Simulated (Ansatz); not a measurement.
# Ru: pressure up to the limit of the methods

The task here is to estimate one member of a computed series from the others.

Program: Ansatz 0.2.0. Level of theory: DFT LDA, with the methods named in each step. These are calculated values, not measurements.

## The structure to begin with

It takes space group P6_3/mmc (No. 194, hexagonal). The conventional cell has a = 2.684 Å, b = 2.684 Å, c = 4.349 Å, α = 90.00°, β = 90.00°, γ = 120.00°. Around Ru (site symmetry -6m2) lie 12 Ru at 2.67 to 2.68 Å.

As a file:

```xyz
2
Lattice="2.6844 0.0000 0.0000 -1.3422 2.3248 0.0000 0.0000 0.0000 4.3488" Properties=species:S:1:pos:R:3 pbc="T T T"
Ru    0.0000    1.5499    1.0872
Ru    1.3422    0.7749    3.2616
```

Whether this phase is the stable one at these pressures isn't tested.

Atoms are numbered in the order of the input: Ru1, Ru2.

Set-up of the first run:

input.yaml reads:

```yaml
crystal:
  lattice:
    - [2.684446372, 0.0, 0.0]
    - [-1.342223186, 2.3247987533, 0.0]
    - [0.0, 0.0, 4.3488031227]
  atoms:
    - { symbol: Ru, position: [0.3333333333, 0.6666666667, 0.25] }
    - { symbol: Ru, position: [0.6666666667, 0.3333333333, 0.75] }
kpoints:
  mp_grid: { grid: [18, 18, 10] }
scf:
  occupations: { method: fermi_dirac, width: 0.05 }
hamiltonian:
  xc: lda
  pseudopotentials: { kind: paw }
output:
  forces: true
  stress: true
relax:
  f_tol: 0.005
  max_steps: 40
  cell: {}
```

Started as:

```console
$ ansatz run input.yaml --threads 1 --pin off --max-ram 2048MiB --backend cpu --events-out ev --progress --plain --runs-dir out
```

Among the steps run: Cell relaxed at zero pressure, PAW; More of the same log: cell relaxed at zero pressure; Volume scaled by 1, PAW; Shape and atoms relaxed at 0.94 of the volume, PAW; Volume scaled by 0.94, PAW; Volume scaled by 0.94, PAW (core large); Shape and atoms relaxed at 0.88 of the volume, PAW; Volume scaled by 0.88, PAW; Shape and atoms relaxed at 0.8 of the volume, PAW; Volume scaled by 0.8, PAW; Shape and atoms relaxed at 0.72 of the volume, PAW; Volume scaled by 0.72, PAW; Volume scaled by 0.72, PAW (partial_waves polarizable); Shape and atoms relaxed at 0.64 of the volume, PAW; Volume scaled by 0.64, PAW; Shape and atoms relaxed at 0.55 of the volume, PAW; Volume scaled by 0.55, PAW; Shape and atoms relaxed at 0.45 of the volume, PAW; Volume scaled by 0.45, PAW; Volume scaled by 0.45, PAW (source ansatz).

One of the session's tables, all rows but one given; the rest of the session is left out.

| method | volume over the first | volume (Å³/atom) | pressure (GPa) |
| --- | --- | --- | --- |
| PAW | 1 | 13.085 | 0.00 |
| PAW | 0.94 | 12.300 | 26.25 |
| PAW | 0.88 | 11.515 | 63.28 |
| PAW | 0.8 | 10.468 | 137.50 |
| PAW | 0.72 | 9.422 | 256.44 |
| PAW | 0.64 | 8.375 | 449.49 |
| PAW | 0.55 | ? | ? |
| PAW | 0.45 | 5.888 | 1677.56 |
| PAW (core large) | 0.94 | 12.300 | 26.25 |
| PAW (partial_waves polarizable) | 0.72 | 9.422 | 256.44 |
| PAW (source ansatz) | 0.45 | 5.888 | 1683.93 |

Q: Estimate the row for PAW, 0.55 from the others.

**Answer.** volume (Å³/atom): 7.197; pressure (GPa): 831.86. In the column «volume (Å³/atom)» it lies between PAW (source ansatz), 0.45 (5.888) and PAW, 0.64 (8.375).

Caveats from the session: Warnings in the runs' records: datasets by core.
